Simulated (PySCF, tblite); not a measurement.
**C6H6FN: a rotation path, then NMR shifts on frames**

How do NMR shifts of C6H6FN (`C=CC/C(C#N)=C/F`) change as the atoms move?

Computed with tblite 0.8.0 and PySCF 2.14.0, with density-fitted response routines of our own, on a single molecule in the gas phase. Atoms are numbered from 0 throughout.

## (1) The molecule as given

14 atoms, charge 0, multiplicity 1; geometry from: GFN2-xTB.

Bonds of the start (Å): C0–C1 1.32, C1–C2 1.50, C2–C3 1.51, C3–C4 1.41, C4–N5 1.15, C3–C6 1.33, C6–F7 1.33, C0–H8 1.08, C0–H9 1.08, C1–H10 1.08, C2–H11 1.09, C2–H12 1.09, C6–H13 1.08.

## (2) The rotation path with GFN2-xTB

What the job is given:

```
{"job": {"kind": "neb", "xc": "GFN2-xTB", "basis": "xTB", "atoms": [1, 2, 3, 4], "turn": 120}, "charge": 0, "multiplicity": 1}
C     -2.271101    -0.527523    -0.362735
C     -1.321346     0.357469    -0.131839
C     -0.189081     0.140599     0.832295
C      1.124341     0.185124     0.094845
C      1.501231     1.438799    -0.442138
N      1.778593     2.469390    -0.858450
C      1.877497    -0.900358    -0.073794
F      3.030421    -0.890096    -0.745409
H     -3.066584    -0.336196    -1.061894
H     -2.299809    -1.478004     0.145412
H     -1.304921     1.305509    -0.652783
H     -0.200611     0.936057     1.583888
H     -0.295806    -0.822452     1.333226
H      1.636498    -1.878790     0.317211
```

Level: GFN2-xTB climbing-image nudged elastic band, gas phase.

Launch:

```
> OMP_NUM_THREADS=1 python probes_run.py task.json out
```

One launch serves the whole session: the jobs run in the order shown.

What it wrote:

```text
image   E - E0 / eV
  0       0.0000
  1       0.0057
  2       0.0160
  3       0.0266
  4       0.0329
  5       0.0332
  6       0.0287
  7       0.0232
  8       0.0172
```

Wall time 3.1 s (1 thread of AMD EPYC 7B13, shared host); peak memory 0.18 GiB.

The final band, with the dihedral C1–C2–C3–C4:

```csv
image,dihedral (°),energy (eV),energy (kcal/mol)
0,68,0.000,0.0
1,80,0.006,0.1
2,91,0.016,0.4
3,103,0.027,0.6
4,115,0.033,0.8
5,127,0.033,0.8
6,138,0.029,0.7
7,150,0.023,0.5
8,162,0.017,0.4
```

## (3) Shielding tensors: image 0, PBE0/pcSseg-1

What the job is given:

```
{"job": {"kind": "nmr", "xc": "PBE0", "basis": "pcSseg-1", "pop": false}, "charge": 0, "multiplicity": 1}
C     -2.271100    -0.527500    -0.362700
C     -1.321300     0.357500    -0.131800
C     -0.189100     0.140600     0.832300
C      1.124300     0.185100     0.094800
C      1.501200     1.438800    -0.442100
N      1.778600     2.469400    -0.858400
C      1.877500    -0.900400    -0.073800
F      3.030400    -0.890100    -0.745400
H     -3.066600    -0.336200    -1.061900
H     -2.299800    -1.478000     0.145400
H     -1.304900     1.305500    -0.652800
H     -0.200600     0.936100     1.583900
H     -0.295800    -0.822500     1.333200
H      1.636500    -1.878800     0.317200
```

Method: GIAO PBE0/pcSseg-1 NMR shielding, non-relativistic, gas phase.

What it wrote:

```text
coarse grid: 12384 points
cycle   1  E = -386.1521939914  dE =  1.171e+00  |g| = 6.076e-01  |ddm| = 3.516e+00
cycle   2  E = -385.9562315019  dE =  1.960e-01  |g| = 1.130e+00  |ddm| = 1.495e+00
cycle   3  E = -386.2275383157  dE = -2.713e-01  |g| = 1.988e-01  |ddm| = 1.064e+00
cycle   4  E = -386.2352636305  dE = -7.725e-03  |g| = 7.064e-02  |ddm| = 1.791e-01
cycle   5  E = -386.2361867918  dE = -9.232e-04  |g| = 2.201e-02  |ddm| = 6.048e-02
cycle   6  E = -386.2362958550  dE = -1.091e-04  |g| = 5.807e-03  |ddm| = 2.142e-02
cycle   7  E = -386.2363028474  dE = -6.992e-06  |g| = 2.458e-03  |ddm| = 7.153e-03
final grid: 122080 points
cycle   8  E = -386.2905253814  dE = -3.689e-05  |g| = 6.122e-03  |ddm| = 2.977e-02
cycle   9  E = -386.2905221736  dE =  3.208e-06  |g| = 7.183e-03  |ddm| = 1.005e-02
cycle  10  E = -386.2905342833  dE = -1.211e-05  |g| = 1.677e-03  |ddm| = 6.035e-03
cycle  11  E = -386.2905349644  dE = -6.811e-07  |g| = 3.220e-04  |ddm| = 1.627e-03
cycle  12  E = -386.2905349814  dE = -1.704e-08  |g| = 1.753e-04  |ddm| = 3.663e-04
cycle  13  E = -386.2905349866  dE = -5.155e-09  |g| = 7.071e-05  |ddm| = 1.572e-04
cycle  14  E = -386.2905349877  dE = -1.074e-09  |g| = 1.564e-05  |ddm| = 6.596e-05
cycle  15  E = -386.2905349877  dE = -3.649e-11  |g| = 4.936e-06  |ddm| = 1.669e-05
converged SCF energy = -386.2905349877

GIAO shielding tensors (ppm)
atom      isotropic    diamagn.    paramagn.     s11        s22        s33       span
  0 C       63.424     253.668    -190.244    -47.997     80.080    158.191    206.188
  1 C       43.127     258.274    -215.147    -81.386     50.985    159.783    241.169
  2 C      147.235     244.291     -97.056    133.101    148.451    160.154     27.053
  3 C       82.931     263.261    -180.331     -7.247    105.254    150.785    158.032
  4 C       68.200     258.283    -190.083    -46.522    -43.254    294.377    340.899
  5 N      -64.277     340.405    -404.682   -221.496   -192.254    220.919    442.415
  6 C       17.460     246.756    -229.296    -82.409     57.214     77.575    159.983
  7 F      268.339     466.851    -198.511    157.627    243.843    403.549    245.922
  8 H       26.279      29.220      -2.941     23.549     25.175     30.113      6.564
  9 H       26.286      31.405      -5.119     22.874     25.742     30.242      7.369
 10 H       25.237      32.270      -7.034     22.687     23.964     29.058      6.371
 11 H       28.619      29.265      -0.647     25.181     27.349     33.326      8.145
 12 H       29.290      32.158      -2.868     25.960     28.986     32.924      6.964
 13 H       24.508      30.297      -5.790     21.788     23.538     28.197      6.408
```

Wall time 21 s (1 thread of AMD EPYC 7B13, shared host); peak memory 0.74 GiB.

Shifts follow as δ = σ(reference) − σ, with reference shieldings (ppm) from runs at the same level and on the same kind of geometry: 1H TMS 31.72, 13C TMS 186.9, 19F CFCl3 170.9, 15N NH3 267.7. The references are single molecules in the gas phase, so shifts against H2O, NH3, PH3, H3PO4 or CFCl3 are not on the usual liquid scales and can be off by tens of ppm. Each atom is listed at this fixed geometry, with no averaging over motion; a spectrum would average atoms that exchange fast.

```csv
atoms,environment,σ (ppm),δ (ppm)
C6,alkene CH,17.5,169.5
C1,alkene CH,43.1,143.8
C0,terminal =CH2 carbon,63.4,123.5
C4,nitrile carbon,68.2,118.7
C3,fully substituted alkene carbon,82.9,104.0
C2,allylic sp3 CH2,147.2,39.7
H13,hydrogen on an alkene CH,24.51,7.21
H10,hydrogen on an alkene CH,25.24,6.48
H8,hydrogen on a terminal =CH2 carbon,26.28,5.44
H9,hydrogen on a terminal =CH2 carbon,26.29,5.43
H11,hydrogen on an allylic sp3 CH2,28.62,3.10
H12,hydrogen on an allylic sp3 CH2,29.29,2.43
N5,nitrile nitrogen,-64.3,332.0
F7,vinylic fluorine,268.3,-97.4
```

Orbitals, density, ELF and potential are computed afterwards from the orbital file.

Frontier orbitals at PBE0/pcSseg-1, with the share of their density that lies nearest to each atom:

```csv
orbital,energy (eV),lies on
HOMO,-7.90,"C3, C6 about 20 % each; C0, C1 about 14 % each; N5 12 %"
LUMO,-1.42,C6 31 %; C3 19 %; N5 16 %
```

ELF in a plane through or near 9 of the atoms.

Ten even steps from ' ' (0.00) to '@' (1.00):
```
                                                        
                                                        
            ..--++++--..                                
          ..++%%@@@@##==..                              
          ::##@@@@@@%%++::      ....                    
          ::**%%--::##**--    ++@@@@**                  
          ::==**####%%##==    @@@@@@%%..                
          ..--**##..++++--  ..%%@@@@**..                
              ::++##@@%%==....++::..**++====--..        
                ..++++::**----**....%%******==::        
        ..::--..::####==**==::====**++..====::..        
        ::==++====--**##--........::**%%@@++..          
        --==++====::==++..        ::@@@@@@@@::          
        ..::::  --@@@@@@**        ..@@@@@@@@::          
                --@@@@@@%%          ==####::            
                ::@@@@@@++                              
                  ..--::                                
                                                        
                                                        
                                                        
```
The map spans 11.4 Å across and 10.0 Å up, centred on the molecule. Atoms in the plane (x, y in Å): C0 (2.3, -0.2), C1 (1.3, 0.5), C3 (-1.1, 0.0), C4 (-1.6, 1.3), N5 (-2.0, 2.4), C6 (-1.8, -1.1), H9 (2.4, -1.2), H10 (1.2, 1.5), H13 (-1.4, -2.1).

log10 of the density (e/Å³) in the same plane.

Ten even steps from '0' (-4.0) to '9' (1.4):
```
0000000000000000000000000000
0000001222210000000000000000
0000013344432100000000000000
0000234566543211111000000000
0001345677754322332100000000
0001345789765444554321000000
0001345688875445665432210000
0001234678976556776544321000
0000234567776667887665442100
0001234457787667888776543100
0002455667887666677876543100
0013456778876555567776442100
0013456678775444456775432000
0002345567775433345554321000
0000233456765322233443210000
0000001234543211111211000000
0000000123332100000000000000
0000000001110000000000000000
0000000000000000000000000000
0000000000000000000000000000
```
The map spans 11.4 Å across and 10.0 Å up, centred on the molecule. Atoms in the plane (x, y in Å): C0 (2.3, -0.2), C1 (1.3, 0.5), C3 (-1.1, 0.0), C4 (-1.6, 1.3), N5 (-2.0, 2.4), C6 (-1.8, -1.1), H9 (2.4, -1.2), H10 (1.2, 1.5), H13 (-1.4, -2.1).

On the surface of density 0.002 e/bohr³ the electrostatic potential runs, from the 1st to the 99th percentile, from -1.71 V near N5 to 1.77 V near H13.

## (4) NMR shieldings: image 2, PBE0/pcSseg-1

What the job is given:

```
{"job": {"kind": "nmr", "xc": "PBE0", "basis": "pcSseg-1", "pop": false}, "charge": 0, "multiplicity": 1}
C     -2.228800    -0.682100    -0.288100
C     -1.324000     0.274000    -0.206200
C     -0.209000     0.284400     0.801000
C      1.126300     0.245800     0.097100
C      1.704400     1.500600    -0.203000
N      2.136600     2.541700    -0.408100
C      1.721700    -0.897700    -0.239300
F      2.895500    -0.942600    -0.872400
H     -3.014000    -0.659200    -1.023600
H     -2.229900    -1.523500     0.386100
H     -1.339600     1.112300    -0.889800
H     -0.264100     1.202500     1.392600
H     -0.300200    -0.574200     1.467800
H      1.324300    -1.882500    -0.036200
```

Method: GIAO PBE0/pcSseg-1 NMR shielding, non-relativistic, gas phase.

What it wrote:

```text
coarse grid: 12384 points
cycle   1  E = -386.1502739438  dE =  1.168e+00  |g| = 6.100e-01  |ddm| = 3.514e+00
cycle   2  E = -385.9494423646  dE =  2.008e-01  |g| = 1.139e+00  |ddm| = 1.498e+00
cycle   3  E = -386.2265536471  dE = -2.771e-01  |g| = 1.990e-01  |ddm| = 1.069e+00
cycle   4  E = -386.2343110315  dE = -7.757e-03  |g| = 7.024e-02  |ddm| = 1.778e-01
cycle   5  E = -386.2352157980  dE = -9.048e-04  |g| = 2.225e-02  |ddm| = 5.996e-02
cycle   6  E = -386.2353276688  dE = -1.119e-04  |g| = 5.577e-03  |ddm| = 2.165e-02
cycle   7  E = -386.2353340760  dE = -6.407e-06  |g| = 2.433e-03  |ddm| = 7.091e-03
final grid: 122080 points
cycle   8  E = -386.2894425172  dE = -3.564e-05  |g| = 6.162e-03  |ddm| = 2.920e-02
cycle   9  E = -386.2894392309  dE =  3.286e-06  |g| = 7.222e-03  |ddm| = 1.007e-02
cycle  10  E = -386.2894515370  dE = -1.231e-05  |g| = 1.624e-03  |ddm| = 6.146e-03
cycle  11  E = -386.2894522054  dE = -6.684e-07  |g| = 2.819e-04  |ddm| = 1.616e-03
cycle  12  E = -386.2894522214  dE = -1.603e-08  |g| = 1.236e-04  |ddm| = 3.536e-04
cycle  13  E = -386.2894522235  dE = -2.153e-09  |g| = 5.279e-05  |ddm| = 1.122e-04
cycle  14  E = -386.2894522241  dE = -5.343e-10  |g| = 1.804e-05  |ddm| = 5.047e-05
converged SCF energy = -386.2894522241

GIAO shielding tensors (ppm)
atom      isotropic    diamagn.    paramagn.     s11        s22        s33       span
  0 C       65.135     253.837    -188.702    -43.901     81.812    157.495    201.397
  1 C       41.096     257.333    -216.237    -85.215     48.484    160.018    245.233
  2 C      147.657     244.850     -97.193    133.538    147.232    162.201     28.662
  3 C       83.639     262.456    -178.818     -7.203    105.029    153.090    160.292
  4 C       67.394     257.971    -190.578    -49.974    -43.021    295.175    345.149
  5 N      -63.295     340.240    -403.535   -212.674   -192.641    215.430    428.104
  6 C       14.046     247.605    -233.559    -90.593     53.484     79.247    169.840
  7 F      264.109     466.424    -202.314    149.719    233.091    409.518    259.798
  8 H       26.394      29.212      -2.818     23.775     25.251     30.156      6.381
  9 H       26.355      31.378      -5.023     22.932     25.910     30.222      7.290
 10 H       25.365      31.933      -6.569     22.762     24.426     28.906      6.145
 11 H       28.692      29.821      -1.129     25.197     27.953     32.926      7.729
 12 H       29.032      31.682      -2.650     25.545     28.569     32.982      7.437
 13 H       24.521      30.553      -6.033     21.811     23.179     28.572      6.762
```

It took 14 s on 1 thread of AMD EPYC 7B13, shared host; peak memory 0.76 GiB.

In short: δ C6 172.9, C1 145.8, C0 121.8, C4 119.5, H13 7.20, H10 6.35 ppm.

[end of part 1 of 2]
